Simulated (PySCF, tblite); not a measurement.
# C3H9NSi: a rotation path, then NMR shifts on frames, part 2 of 2

tblite 0.8.0 and PySCF 2.14.0. Atoms count from 0.

### 5 Nuclear shieldings: image 2, PBE0/pcSseg-1

Job settings and geometry (Å):

```
{"job": {"kind": "nmr", "xc": "PBE0", "basis": "pcSseg-1", "pop": false}, "charge": 0, "multiplicity": 1}
N     -1.789700     0.628900     0.714300
Si    -1.254900    -0.717000    -0.220400
C      0.553800    -0.432800    -0.651600
C      1.583300    -0.363500     0.440700
C      1.260200     0.857500    -0.351100
H     -2.709300     0.594000     1.122100
H     -1.608900     1.557900     0.367800
H     -1.989200    -0.938600    -1.478800
H     -1.410100    -1.872900     0.665800
H      0.887600    -0.928700    -1.555700
H      1.236300    -0.402600     1.461800
H      2.538300    -0.844500     0.284600
H      1.990500     1.215900    -1.061900
H      0.711200     1.645800     0.140700
```

Level: GIAO PBE0/pcSseg-1 NMR shielding, non-relativistic, gas phase.

The program printed:

```text
coarse grid: 11528 points
cycle   1  E = -463.5243140015  dE =  5.054e-01  |g| = 4.921e-01  |ddm| = 3.236e+00
cycle   2  E = -463.4872282473  dE =  3.709e-02  |g| = 6.428e-01  |ddm| = 9.881e-01
cycle   3  E = -463.5812409071  dE = -9.401e-02  |g| = 3.999e-02  |ddm| = 6.181e-01
cycle   4  E = -463.5815411976  dE = -3.003e-04  |g| = 1.914e-02  |ddm| = 5.791e-02
cycle   5  E = -463.5816217570  dE = -8.056e-05  |g| = 5.720e-03  |ddm| = 2.012e-02
cycle   6  E = -463.5816292610  dE = -7.504e-06  |g| = 6.154e-04  |ddm| = 5.356e-03
final grid: 104896 points
cycle   7  E = -463.6080034320  dE = -3.022e-05  |g| = 8.624e-03  |ddm| = 2.801e-02
cycle   8  E = -463.6079912766  dE =  1.216e-05  |g| = 1.133e-02  |ddm| = 1.665e-02
cycle   9  E = -463.6080213379  dE = -3.006e-05  |g| = 4.456e-04  |ddm| = 9.407e-03
cycle  10  E = -463.6080213709  dE = -3.301e-08  |g| = 2.365e-04  |ddm| = 6.107e-04
cycle  11  E = -463.6080213829  dE = -1.201e-08  |g| = 4.190e-05  |ddm| = 2.166e-04
cycle  12  E = -463.6080213833  dE = -3.715e-10  |g| = 9.382e-06  |ddm| = 4.995e-05
converged SCF energy = -463.6080213833

GIAO shielding tensors (ppm)
atom      isotropic    diamagn.    paramagn.     s11        s22        s33       span
  0 N      267.545     316.842     -49.297    232.655    260.147    309.834     77.179
  1 Si     382.307     879.631    -497.324    351.546    369.752    425.622     74.076
  2 C      193.003     255.051     -62.048    163.784    181.805    233.421     69.636
  3 C      183.046     252.000     -68.954    157.886    175.222    216.031     58.145
  4 C      184.830     251.142     -66.311    158.932    179.112    216.446     57.514
  5 H       31.948      29.531       2.418     23.990     26.910     44.945     20.955
  6 H       32.187      32.168       0.019     23.484     30.808     42.270     18.786
  7 H       26.481      29.001      -2.521     22.657     24.498     32.287      9.630
  8 H       27.011      29.360      -2.349     23.820     24.967     32.247      8.427
  9 H       32.112      31.891       0.220     24.963     27.797     43.576     18.613
 10 H       31.310      31.659      -0.349     24.886     28.970     40.074     15.188
 11 H       31.005      30.552       0.453     24.988     26.489     41.537     16.550
 12 H       31.129      30.558       0.571     24.977     26.552     41.858     16.880
 13 H       31.403      32.556      -1.154     24.649     29.612     39.946     15.297
```

Wall time 7.6 s (1 thread of Intel Xeon 6975P-C, shared host); peak memory 0.69 GiB.

This run: δ C3 3.9, C4 2.1, C2 -6.1, N0 0.2, H7 5.24, H8 4.71 ppm.

### 6 Nuclear shieldings: image 5, PBE0/pcSseg-1

Job settings and geometry (Å):

```
{"job": {"kind": "nmr", "xc": "PBE0", "basis": "pcSseg-1", "pop": false}, "charge": 0, "multiplicity": 1}
N     -2.005400     0.814000     0.344800
Si    -1.222100    -0.677100    -0.026200
C      0.514100    -0.277000    -0.632500
C      1.705200    -0.582000     0.231900
C      1.323900     0.835300    -0.029700
H     -2.916700     0.783800     0.771900
H     -1.972500     1.559000    -0.333500
H     -1.877100    -1.484300    -1.071900
H     -1.201700    -1.416600     1.237500
H      0.681700    -0.430500    -1.692500
H      1.527500    -0.975700     1.221100
H      2.597800    -0.975100    -0.234100
H      1.950700     1.419900    -0.687800
H      0.893900     1.405800     0.779400
```

Level: GIAO PBE0/pcSseg-1 NMR shielding, non-relativistic, gas phase.

The program printed:

```text
coarse grid: 11528 points
cycle   1  E = -463.5238071352  dE =  4.986e-01  |g| = 4.923e-01  |ddm| = 3.232e+00
cycle   2  E = -463.4872919328  dE =  3.652e-02  |g| = 6.410e-01  |ddm| = 9.900e-01
cycle   3  E = -463.5806829266  dE = -9.339e-02  |g| = 4.061e-02  |ddm| = 6.180e-01
cycle   4  E = -463.5809778597  dE = -2.949e-04  |g| = 2.058e-02  |ddm| = 5.740e-02
cycle   5  E = -463.5810728722  dE = -9.501e-05  |g| = 5.284e-03  |ddm| = 2.063e-02
cycle   6  E = -463.5810792682  dE = -6.396e-06  |g| = 6.295e-04  |ddm| = 5.025e-03
final grid: 104896 points
cycle   7  E = -463.6074110202  dE = -2.471e-05  |g| = 8.340e-03  |ddm| = 2.261e-02
cycle   8  E = -463.6073998054  dE =  1.121e-05  |g| = 1.094e-02  |ddm| = 1.585e-02
cycle   9  E = -463.6074276074  dE = -2.780e-05  |g| = 4.491e-04  |ddm| = 9.026e-03
cycle  10  E = -463.6074276417  dE = -3.427e-08  |g| = 2.259e-04  |ddm| = 5.837e-04
cycle  11  E = -463.6074276528  dE = -1.111e-08  |g| = 3.867e-05  |ddm| = 2.068e-04
cycle  12  E = -463.6074276531  dE = -3.174e-10  |g| = 9.247e-06  |ddm| = 4.435e-05
converged SCF energy = -463.6074276531

GIAO shielding tensors (ppm)
atom      isotropic    diamagn.    paramagn.     s11        s22        s33       span
  0 N      259.612     316.195     -56.582    219.270    259.048    300.519     81.249
  1 Si     372.672     879.708    -507.036    326.032    366.772    425.211     99.179
  2 C      190.955     254.929     -63.973    157.610    186.240    229.015     71.405
  3 C      179.657     251.933     -72.276    148.922    175.214    214.835     65.913
  4 C      185.065     250.884     -65.819    156.730    179.387    219.079     62.349
  5 H       31.832      29.404       2.428     23.971     26.963     44.563     20.592
  6 H       31.813      31.644       0.169     24.165     29.278     41.996     17.831
  7 H       26.378      29.101      -2.723     22.472     24.816     31.845      9.373
  8 H       27.432      29.818      -2.386     23.748     26.249     32.297      8.549
  9 H       31.873      32.274      -0.401     24.819     28.046     42.755     17.936
 10 H       31.371      31.604      -0.232     25.084     28.533     40.496     15.412
 11 H       30.888      30.469       0.419     24.958     26.559     41.148     16.190
 12 H       31.192      30.681       0.511     25.268     26.589     41.718     16.450
 13 H       30.950      31.626      -0.677     24.857     28.235     39.756     14.899
```

It took 8 s on 1 thread of Intel Xeon 6975P-C, shared host; peak memory 0.69 GiB.

Key values: δ C3 7.3, C4 1.9, C2 -4.0, N0 8.1, H7 5.34, H8 4.29 ppm.

### 7 Shielding tensors: image 8, PBE0/pcSseg-1

Job settings and geometry (Å):

```
{"job": {"kind": "nmr", "xc": "PBE0", "basis": "pcSseg-1", "pop": false}, "charge": 0, "multiplicity": 1}
N     -2.225800     0.813200    -0.029600
Si    -1.184700    -0.541200     0.201800
C      0.469600    -0.066900    -0.553200
C      1.725700    -0.710700    -0.042200
C      1.460200     0.728800     0.247900
H     -3.164400     0.764400     0.331200
H     -2.227300     1.285400    -0.919400
H     -1.636300    -1.803800    -0.413700
H     -1.087500    -0.713500     1.652500
H      0.469900     0.141700    -1.617400
H      1.642500    -1.417300     0.770200
H      2.505300    -0.958200    -0.748600
H      2.056200     1.474400    -0.259100
H      1.195900     1.003200     1.257900
```

Method: GIAO PBE0/pcSseg-1 NMR shielding, non-relativistic, gas phase.

The program printed:

```text
coarse grid: 11528 points
cycle   1  E = -463.5228859834  dE =  5.030e-01  |g| = 4.956e-01  |ddm| = 3.235e+00
cycle   2  E = -463.4874511987  dE =  3.543e-02  |g| = 6.404e-01  |ddm| = 1.005e+00
cycle   3  E = -463.5805465536  dE = -9.310e-02  |g| = 4.142e-02  |ddm| = 6.247e-01
cycle   4  E = -463.5808453494  dE = -2.988e-04  |g| = 2.144e-02  |ddm| = 5.803e-02
cycle   5  E = -463.5809497223  dE = -1.044e-04  |g| = 4.974e-03  |ddm| = 2.126e-02
cycle   6  E = -463.5809553309  dE = -5.609e-06  |g| = 6.943e-04  |ddm| = 4.942e-03
final grid: 104896 points
cycle   7  E = -463.6072775071  dE = -2.315e-05  |g| = 8.379e-03  |ddm| = 2.224e-02
cycle   8  E = -463.6072666530  dE =  1.085e-05  |g| = 1.091e-02  |ddm| = 1.597e-02
cycle   9  E = -463.6072942985  dE = -2.765e-05  |g| = 4.427e-04  |ddm| = 9.019e-03
cycle  10  E = -463.6072943312  dE = -3.277e-08  |g| = 2.261e-04  |ddm| = 5.546e-04
cycle  11  E = -463.6072943425  dE = -1.129e-08  |g| = 3.371e-05  |ddm| = 2.108e-04
cycle  12  E = -463.6072943428  dE = -2.267e-10  |g| = 9.241e-06  |ddm| = 4.013e-05
converged SCF energy = -463.6072943428

GIAO shielding tensors (ppm)
atom      isotropic    diamagn.    paramagn.     s11        s22        s33       span
  0 N      261.030     315.603     -54.572    222.657    260.592    299.842     77.185
  1 Si     372.473     879.639    -507.167    334.923    353.309    429.185     94.262
  2 C      189.956     253.871     -63.914    160.171    185.163    224.535     64.364
  3 C      185.364     252.849     -67.485    159.510    177.988    218.594     59.084
  4 C      182.040     251.235     -69.195    152.404    176.552    217.164     64.760
  5 H       31.824      29.093       2.731     23.977     27.023     44.472     20.494
  6 H       31.643      31.381       0.262     24.036     29.124     41.769     17.734
  7 H       26.428      29.239      -2.811     22.237     25.207     31.839      9.602
  8 H       27.674      30.103      -2.429     24.422     26.406     32.195      7.773
  9 H       31.939      32.545      -0.605     25.143     28.590     42.085     16.942
 10 H       31.556      31.601      -0.045     25.331     28.490     40.849     15.519
 11 H       31.126      30.657       0.469     25.188     26.696     41.492     16.304
 12 H       30.986      30.716       0.270     25.213     26.559     41.187     15.974
 13 H       31.261      31.558      -0.296     25.362     28.080     40.343     14.981
```

Run time: 8 s. Hardware: 1 thread of Intel Xeon 6975P-C, shared host; peak memory 0.68 GiB.

This run: δ C4 4.9, C3 1.6, C2 -3.0, N0 6.7, H7 5.29, H8 4.04 ppm.

### 8 Side by side: NMR shifts

Shifts (ppm) of some atoms, chosen among heavy atoms and hydrogens apart, with basis size and wall time:

```tsv
frame	C3	C4	C2	H8	H13	N0	Si1	functions	time
image 0	2.3	2.1	-4.9	4.80	0.04	-2.4	-35.7	137	11 s
image 1	2.5	2.1	-5.6	4.77	0.12	-2.3	-35.1	137	7.3 s
image 2	3.9	2.1	-6.1	4.71	0.31	0.2	-33.1	137	7.6 s
image 5	7.3	1.9	-4.0	4.29	0.77	8.1	-23.5	137	8 s
image 8	1.6	4.9	-3.0	4.04	0.46	6.7	-23.3	137	8 s
```

### 9 Outcome

The summary covers parts 1 to 2.

| quantity | value |
| --- | --- |
| barrier | 0.009 eV (0.2 kcal/mol) at image 2 |
| end to end (GFN2-xTB) | -0.012 eV |
| 13C shifts against TMS (PBE0/pcSseg-1, image 0) | 2.3, 2.1, -4.9 ppm |
| 1H shifts against TMS (PBE0/pcSseg-1, image 0) | 5.16, 4.80, 0.70, 0.65, 0.58, 0.04, -0.17, -0.37, -0.60 ppm |
| 15N shifts against NH3 (PBE0/pcSseg-1, image 0) | -2.4 ppm |
| 29Si shifts against TMS (PBE0/pcSseg-1, image 0) | -35.7 ppm |
| surface potential, 1st and 99th percentile | -1.22 V and 1.51 V |
| range of the shift of Si1 | -35.7 to -23.3 ppm |

In words: Along the band the dihedral turns by 120°, and the top (dihedral 63°) lies 0.2 kcal/mol above the start (GFN2-xTB, rough), so at room temperature this motion is fast. Ends this close can change order at a higher level. The top was not checked by a frequency run. Shifts at one fixed geometry are not the observed spectrum, which averages over the motion. Across the 5 runs the shift of Si1 moves most, between -35.7 (image 0) and -23.3 ppm (image 8).
